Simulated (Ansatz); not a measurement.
Predict the output of the script below (Ansatz 0.2.0 through its Python package).

`opt.py`
```python
'''Geometry optimisation of C2H2OTe.'''

import itertools

import ansatz as az
from ase.data import atomic_numbers, covalent_radii
import numpy as np

geometry_ang = [
    ('Te', (-1.3851, -0.2802, -1.547)),
    ('C', (-0.3308, -0.0337, 0.2297)),
    ('C', (0.7013, -0.3795, 0.9831)),
    ('O', (-0.0848, 0.5634, 1.4584)),
    ('H', (-0.4892, 1.0186, -2.3075)),
    ('H', (1.6306, -0.9526, 1.1371)),
]
system = az.Crystal.molecule()
for symbol, xyz in geometry_ang:
    system = system.atom(symbol, xyz)

calc = (
    system.calculation()
    .basis(gaussian='def2-SVP')
    .functional('pbe')
)
symbols = [site.symbol for site in system.cartesian_sites]
start = np.array([site.position_ang for site in system.cartesian_sites], dtype=float)
def progress(event):
    if event['event'] == 'relax_step':
        row = event['data']
        print(f'step {row["step"]:3d}  E = {row["lagrangian_ev"]:.6f} eV  largest force component {row["allowed_force_max_ev_ang"]:.4f} eV/A')


report = calc.relax(force_tolerance=0.01, max_steps=100).session().plan().execute(on_event=progress).report
end = np.array(report['positions_ang'])

print('reference energy %16.6f eV' % report['reference_energy_ev'])
print('total energy     %16.6f eV' % report['free_energy_ev'])
print('occupied orbitals outside the frozen core (up, down):', report['n_occupied'], ' frozen:', report['n_frozen'], ' virtual:', report['n_virtual'])

# pairs closer than 1.2 times the sum of covalent radii, before or after
radius = [covalent_radii[atomic_numbers[s]] for s in symbols]
span = lambda where, i, j: np.linalg.norm(where[i] - where[j])
bonded = [(i, j) for i, j in itertools.combinations(range(len(symbols)), 2) if min(span(start, i, j), span(end, i, j)) < 1.2 * (radius[i] + radius[j])]
print('pair        before    after (A)')
for i, j in bonded:
    print(f'{symbols[i]}{i}-{symbols[j]}{j}'.ljust(10), f'{span(start, i, j):8.4f} {span(end, i, j):8.4f}')

charges = report['charge_distribution']
print('dipole moment', round(4.803205 * float(np.linalg.norm(charges['dipole_moment_e_ang'])), 3), 'D')
print('Mulliken:', [(s, round(q, 3)) for s, q in zip(symbols, charges['mulliken_charges_e'])])
with open('c2h2ote_opt.xyz', 'w') as handle:
    handle.write(f'{len(symbols)}\nrelaxed C2H2OTe\n')
    handle.writelines(f'{s:2s} {x:11.6f} {y:11.6f} {z:11.6f}\n' for s, (x, y, z) in zip(symbols, end))
```

```console
$ python opt.py
step   1  E = -11433.023872 eV  largest force component 6.7097 eV/A
step   2  E = -11433.664242 eV  largest force component 3.2997 eV/A
step   3  E = -11433.966725 eV  largest force component 1.1143 eV/A
step   4  E = -11434.062821 eV  largest force component 1.2529 eV/A
step   5  E = -11434.227596 eV  largest force component 1.4100 eV/A
step   6  E = -11434.541445 eV  largest force component 1.3148 eV/A
step   7  E = -11434.842289 eV  largest force component 1.0889 eV/A
step   8  E = -11434.912263 eV  largest force component 1.6395 eV/A
step   9  E = -11434.955986 eV  largest force component 1.6660 eV/A
step  10  E = -11434.983804 eV  largest force component 0.7626 eV/A
step  11  E = -11435.004170 eV  largest force component 1.4245 eV/A
step  12  E = -11435.053493 eV  largest force component 0.2732 eV/A
step  13  E = -11435.055804 eV  largest force component 0.0704 eV/A
step  14  E = -11435.057241 eV  largest force component 0.0262 eV/A
step  15  E = -11435.057372 eV  largest force component 0.0098 eV/A
reference energy    -11435.057397 eV
total energy        -11435.057397 eV
occupied orbitals outside the frozen core (up, down): [23, 23]  frozen: 0  virtual: [55, 55]
pair        before    after (A)
Te0-C1       2.0806   1.9877
Te0-H4       1.7515   1.7026
C1-C2        1.3238   1.4304
C1-O3        1.3881   2.3122
C2-O3        1.3164   1.2402
C2-H5        1.1026   1.1341
dipole moment 4.248 D
Mulliken: [('Te', 0.277), ('C', -0.2), ('C', 0.117), ('O', -0.233), ('H', 0.025), ('H', 0.015)]
```

It writes `c2h2ote_opt.xyz`:
```text
6
relaxed C2H2OTe
Te   -1.271049   -0.192515   -1.377411
C     0.331936    0.219055   -0.276464
C     0.532120   -0.235952    1.064732
O     0.053905    0.407143    2.011266
H    -0.861797    0.835444   -2.671514
H     1.256886   -1.097174    1.203192
```

Notes:
- Total energies depend on the basis set; only differences at equal settings carry meaning.
- The end point is the stationary point reached from this start; no frequency run checks that it is a minimum, and the basis set is modest.
- def2 sets replace the cores of elements past krypton by effective core potentials.
- The bonding changed during the relaxation, so the end is another isomer than the start names.
- Wall time of the script: 26 s on 1 thread of AMD EPYC 7B13 (Zen 3) (shared host), peak memory 0.22 GiB.

(Lines on the test bed's own set-up are left out of the output.)
